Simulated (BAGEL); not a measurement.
# RI-MP2/cc-pVDZ (density fitting with qzvpp-jkfit) run of C2H4OSi (SMILES OC#C[SiH3])

What is the energy change on altering one bond length of C2H4OSi at RI-MP2/cc-pVDZ (density fitting with qzvpp-jkfit)? 

The results are computed with BAGEL 1.2.2.

7 further runs of the same task are left out: 5 that didn't finish, 2 set aside as unsound or not needed.

## (1) The structure to begin with

C2H4OSi: 8 atoms, total charge 0, spin state singlet. As SMILES, `OC#C[SiH3]`. Geometry: relaxed at PBE0-D4/def2-TZVP.

Bond lengths: O1–C2 1.296 Å, C2–C3 1.208 Å, C3–Si4 1.808 Å, O1–H5 0.965 Å, Si4–H6 1.485 Å, Si4–H7 1.485 Å, Si4–H8 1.485 Å. Angles: O1–C2–C3 176.6°, C2–C3–Si4 179.5°, C2–O1–H5 110.6°, C3–Si4–H6 110.5°, C3–Si4–H7 109.4°, C3–Si4–H8 110.4°, H6–Si4–H7 108.9°, H6–Si4–H8 108.8°, H7–Si4–H8 108.9°.

## (2) A single-point energy at RI-MP2/cc-pVDZ (density fitting with qzvpp-jkfit)

File calc.json:

```json
{ "bagel": [

{
  "title": "molecule",
  "basis": "cc-pvdz.json",
  "df_basis": "qzvpp-jkfit",
  "angstrom": true,
  "geometry": [
    { "atom": "O", "xyz": [       2.579200,       0.927900,       0.488100 ] },
    { "atom": "C", "xyz": [       1.380900,       0.489600,       0.263100 ] },
    { "atom": "C", "xyz": [       0.263000,       0.053700,       0.119800 ] },
    { "atom": "Si", "xyz": [      -1.409600,      -0.594800,      -0.108400 ] },
    { "atom": "H", "xyz": [       2.920800,       1.394400,      -0.284700 ] },
    { "atom": "H", "xyz": [      -2.349500,       0.046300,       0.846200 ] },
    { "atom": "H", "xyz": [      -1.863400,      -0.311200,      -1.494000 ] },
    { "atom": "H", "xyz": [      -1.429300,      -2.063000,       0.114200 ] }
  ]
},

{
  "title": "hf"
},

{
  "title": "mp2",
  "ncore": 8
}

]}
```

The basis set cc-pVDZ is read from a file made from the Basis Set Exchange's data (not shown).

Run with:

```bash
$ BAGEL_NUM_THREADS=1 BAGEL calc.json > calc.out
```

Output:

```text
* using 1 threads per process

  ===============================================================
  ===============================================================

  *** Geometry ***

  { "atom" : "O", "xyz" : [      4.873982,      1.753477,      0.922375 ] },
  { "atom" : "C", "xyz" : [      2.609523,      0.925210,      0.497187 ] },
  { "atom" : "C", "xyz" : [      0.496998,      0.101478,      0.226389 ] },
  { "atom" : "Si", "xyz" : [     -2.663758,     -1.124009,     -0.204846 ] },
  { "atom" : "H", "xyz" : [      5.519512,      2.635034,     -0.538005 ] },
  { "atom" : "H", "xyz" : [     -4.439912,      0.087494,      1.599086 ] },
  { "atom" : "H", "xyz" : [     -3.521316,     -0.588083,     -2.823251 ] },
  { "atom" : "H", "xyz" : [     -2.700986,     -3.898505,      0.215807 ] },

  Number of auxiliary basis functions:      427

  Since a DF basis is specified, we compute 2- and 3-index integrals:
    o Being stored without compression. Storage requirement is 0.022 GB

  Number of basis functions:       80
  Number of electrons      :       38

    * METHOD: MOLECULE                             0.15

  *** RHF ***

  === Nuclear Repulsion ===
   131.7541410043

      * DIIS with orbital gradients will be used.

  === RHF iteration (cc-pvdz.json) ===
      0       -441.65072243          0.01355601           0.04
      1       -441.75998174          0.00817150           0.04
      2       -441.79076922          0.00185760           0.04
      3       -441.79275696          0.00080469           0.04
      4       -441.79307437          0.00015110           0.04
      5       -441.79309542          0.00008289           0.04
      6       -441.79310146          0.00003588           0.04
      7       -441.79310402          0.00001735           0.04
      8       -441.79310457          0.00001011           0.04
      9       -441.79310471          0.00000430           0.04
     10       -441.79310474          0.00000182           0.04
     11       -441.79310474          0.00000053           0.04
     12       -441.79310474          0.00000021           0.04
     13       -441.79310474          0.00000005           0.04
     14       -441.79310474          0.00000003           0.04
     15       -441.79310474          0.00000001           0.04
     16       -441.79310474          0.00000001           0.04
    * SCF iteration converged.

    * Permanent dipole moment:
           (   -0.562755,    -0.464500,     0.528495) a.u.

    * METHOD: HF                                   0.83

  *** RHF ***

  === Nuclear Repulsion ===
   131.7541410043

      * DIIS with orbital gradients will be used.

  === RHF iteration (cc-pvdz.json) ===
      0       -441.79310474          0.00000000           0.04
    * SCF iteration converged.

    * Permanent dipole moment:
           (   -0.562755,    -0.464500,     0.528495) a.u.

  === DF-MP2 calculation ===

    * freezing 8 orbitals
    * 3-index integral transformation done
    * assembly done

      MP2 correlation energy:   -0.5340276959      0.03

      MP2 total energy:       -442.3271324396

    * METHOD: MP2                                  0.11

  ===============================================================
```

Wall time 1.3 s (1 thread of Arm Neoverse V2, shared host); peak memory 0.099 GiB.

## (3) The distorted shape, same level

File input.json:

```json
{ "bagel": [

{
  "title": "molecule",
  "basis": "cc-pvdz.json",
  "df_basis": "qzvpp-jkfit",
  "angstrom": true,
  "geometry": [
    { "atom": "O", "xyz": [    2.758970,    0.993654,    0.521855 ] },
    { "atom": "C", "xyz": [    1.380900,    0.489600,    0.263100 ] },
    { "atom": "C", "xyz": [    0.263000,    0.053700,    0.119800 ] },
    { "atom": "Si", "xyz": [   -1.409600,   -0.594800,   -0.108400 ] },
    { "atom": "H", "xyz": [    3.100570,    1.460154,   -0.250945 ] },
    { "atom": "H", "xyz": [   -2.349500,    0.046300,    0.846200 ] },
    { "atom": "H", "xyz": [   -1.863400,   -0.311200,   -1.494000 ] },
    { "atom": "H", "xyz": [   -1.429300,   -2.063000,    0.114200 ] }
  ]
},
{
  "title": "hf",
  "charge": 0
},
{
  "title": "mp2",
  "charge": 0,
  "ncore": 8
}

]}
```

The basis set cc-pVDZ is read from a file made from the Basis Set Exchange's data (not shown).

Run with:

```bash
$ BAGEL_NUM_THREADS=1 BAGEL input.json > input.out
```

Output:

```text
* using 1 threads per process

  ===============================================================
  ===============================================================

  *** Geometry ***

  { "atom" : "O", "xyz" : [      5.213698,      1.877734,      0.986163 ] },
  { "atom" : "C", "xyz" : [      2.609523,      0.925210,      0.497187 ] },
  { "atom" : "C", "xyz" : [      0.496998,      0.101478,      0.226389 ] },
  { "atom" : "Si", "xyz" : [     -2.663758,     -1.124009,     -0.204846 ] },
  { "atom" : "H", "xyz" : [      5.859228,      2.759291,     -0.474217 ] },
  { "atom" : "H", "xyz" : [     -4.439912,      0.087494,      1.599086 ] },
  { "atom" : "H", "xyz" : [     -3.521316,     -0.588083,     -2.823251 ] },
  { "atom" : "H", "xyz" : [     -2.700986,     -3.898505,      0.215807 ] },

  Number of auxiliary basis functions:      427

  Since a DF basis is specified, we compute 2- and 3-index integrals:
    o Being stored without compression. Storage requirement is 0.022 GB

  Number of basis functions:       80
  Number of electrons      :       38

    * METHOD: MOLECULE                             0.15

  *** RHF ***

  === Nuclear Repulsion ===
   127.5084332741

      * DIIS with orbital gradients will be used.

  === RHF iteration (cc-pvdz.json) ===
      0       -441.61095597          0.01456948           0.04
      1       -441.71651682          0.00972780           0.04
      2       -441.76213625          0.00197257           0.04
      3       -441.76478605          0.00075789           0.04
      4       -441.76510392          0.00017889           0.04
      5       -441.76513161          0.00009128           0.04
      6       -441.76513761          0.00003070           0.04
      7       -441.76513889          0.00001322           0.04
      8       -441.76513909          0.00000779           0.04
      9       -441.76513915          0.00000402           0.04
     10       -441.76513918          0.00000171           0.04
     11       -441.76513919          0.00000074           0.04
     12       -441.76513919          0.00000033           0.04
     13       -441.76513919          0.00000011           0.04
     14       -441.76513919          0.00000005           0.04
     15       -441.76513919          0.00000003           0.04
     16       -441.76513919          0.00000001           0.04
    * SCF iteration converged.

    * Permanent dipole moment:
           (   -0.192942,    -0.317878,     0.569363) a.u.

    * METHOD: HF                                   0.84

  *** RHF ***

  === Nuclear Repulsion ===
   127.5084332741

      * DIIS with orbital gradients will be used.

  === RHF iteration (cc-pvdz.json) ===
      0       -441.76513919          0.00000001           0.04
    * SCF iteration converged.

    * Permanent dipole moment:
           (   -0.192941,    -0.317878,     0.569363) a.u.

  === DF-MP2 calculation ===

    * freezing 8 orbitals
    * 3-index integral transformation done
    * assembly done

      MP2 correlation energy:   -0.5414981512      0.03

      MP2 total energy:       -442.3066373369

    * METHOD: MP2                                  0.12

  ===============================================================
```

It took 1.3 s on 1 thread of Arm Neoverse V2, shared host; peak memory 0.099 GiB.

## (4) What came out

At RI-MP2/cc-pVDZ (density fitting with qzvpp-jkfit), 8 core orbitals frozen:

| quantity | value |
| --- | --- |
| first shape: total energy | -442.32713 Eh |
| first shape: correlation energy (8 core orbitals frozen) | -534.0 mEh |
| distorted shape: total energy | -442.30664 Eh |
| distorted shape: correlation energy (8 core orbitals frozen) | -541.5 mEh |
| energy change with the O1–C2 bond stretched from 1.296 to 1.490 Å | 0.558 eV |

What this shows: With the O1–C2 bond stretched from 1.296 to 1.490 Å the energy rises by 0.56 eV (53.8 kJ/mol). The first shape isn't relaxed at this level, so the change isn't measured from a minimum.
